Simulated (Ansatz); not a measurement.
# MgSiC2: one candidate of a structure search

Aim: relax a trial structure of MgSiC2 and see where it ends.

Method: DFT PBE, scalar-relativistic, plane waves, PAW, in Ansatz 0.2.0.

### Step 1. Starting point

Symmetry: R-3m, No. 166, trigonal system. Conventional cell: a = 3.287 Å, b = 3.287 Å, c = 16.107 Å, α = 90.00°, β = 90.00°, γ = 120.00°. Around Mg (site symmetry -3m) lie 6 C at 2.37 Å. Si (site symmetry -3m) has 6 C at 2.28 Å as nearest neighbours. C (site symmetry 3m) is surrounded by 3 Si at 2.28 Å and 3 Mg at 2.37 Å.

Coordinates:

```cif
data_structure
_symmetry_space_group_name_H-M 'R-3m:H'
_symmetry_Int_Tables_number 166
_cell_length_a 3.2867
_cell_length_b 3.2867
_cell_length_c 16.1075
_cell_angle_alpha 90.000
_cell_angle_beta 90.000
_cell_angle_gamma 120.000
_cell_volume 150.69
loop_
_atom_site_label
_atom_site_type_symbol
_atom_site_symmetry_multiplicity
_atom_site_Wyckoff_symbol
_atom_site_fract_x
_atom_site_fract_y
_atom_site_fract_z
_atom_site_occupancy
Mg1 Mg 3 b 0.33333 0.66667 0.16667 1
Si1 Si 3 a 0.00000 0.00000 0.00000 1
C1 C 6 c 0.00000 0.00000 0.25510 1
```

Recipe of the guess: species swapped into a database cell of YScS2 (R-3m, No. 166), with Mg on the Y sites, Si on the Sc sites and C on the S sites. Its size is a rough estimate.

### Step 2. Probe: one point on a coarse mesh

input.yaml reads:

```yaml
crystal:
  lattice:
    - [1.64333564, 0.94878027, 5.36915208]
    - [-1.64333564, 0.94878027, 5.36915208]
    - [0.0, -1.89756054, 5.36915208]
  atoms:
    - { symbol: Mg, position: [0.5, 0.5, 0.5] }
    - { symbol: Si, position: [0.0, 0.0, 0.0] }
    - { symbol: C, position: [0.2550981, 0.2550981, 0.2550981] }
    - { symbol: C, position: [0.7449019, 0.7449019, 0.7449019] }
basis:
  ecutwfc: 420
kpoints:
  mp_grid: { grid: [6, 6, 6] }
hamiltonian:
  xc: pbe
scf:
  occupations: { method: gaussian, width: 0.1 }
  lower_state_search: "off"
output:
  forces: true
  stress: true
  eigenvalues: true
```

On the command line:

```bash
ansatz run input.yaml --threads 1 --pin off --max-ram 2048MiB --backend cpu --events-out ev --progress --plain --runs-dir out
```

The session goes on with these runs: coarse relaxation; final relaxation.

Before running it: what results should come out? Wanted: conventional cell; volume; energy over the elements; gap on the mesh.

The runs gave:

```
                              quantity                                                                        value
symmetry at the end (tolerance 0.05 Å)                                                   space group R-3m (No. 166)
                     conventional cell  a = 2.986 Å, b = 2.986 Å, c = 15.587 Å, α = 90.00°, β = 90.00°, γ = 120.00°
                                volume                                                                10.03 Å³/atom
              energy over the elements                                                                +0.72 eV/atom
                       gap on the mesh                                                                 none (metal)
```

In words: The space group R-3m (No. 166) is kept, and the volume per atom shrinks by 20.1 % from the first guess. The formation energy is positive, so the separate elements lie lower. No finished test with a distortion of lower symmetry is shown, so the end may be a saddle point.
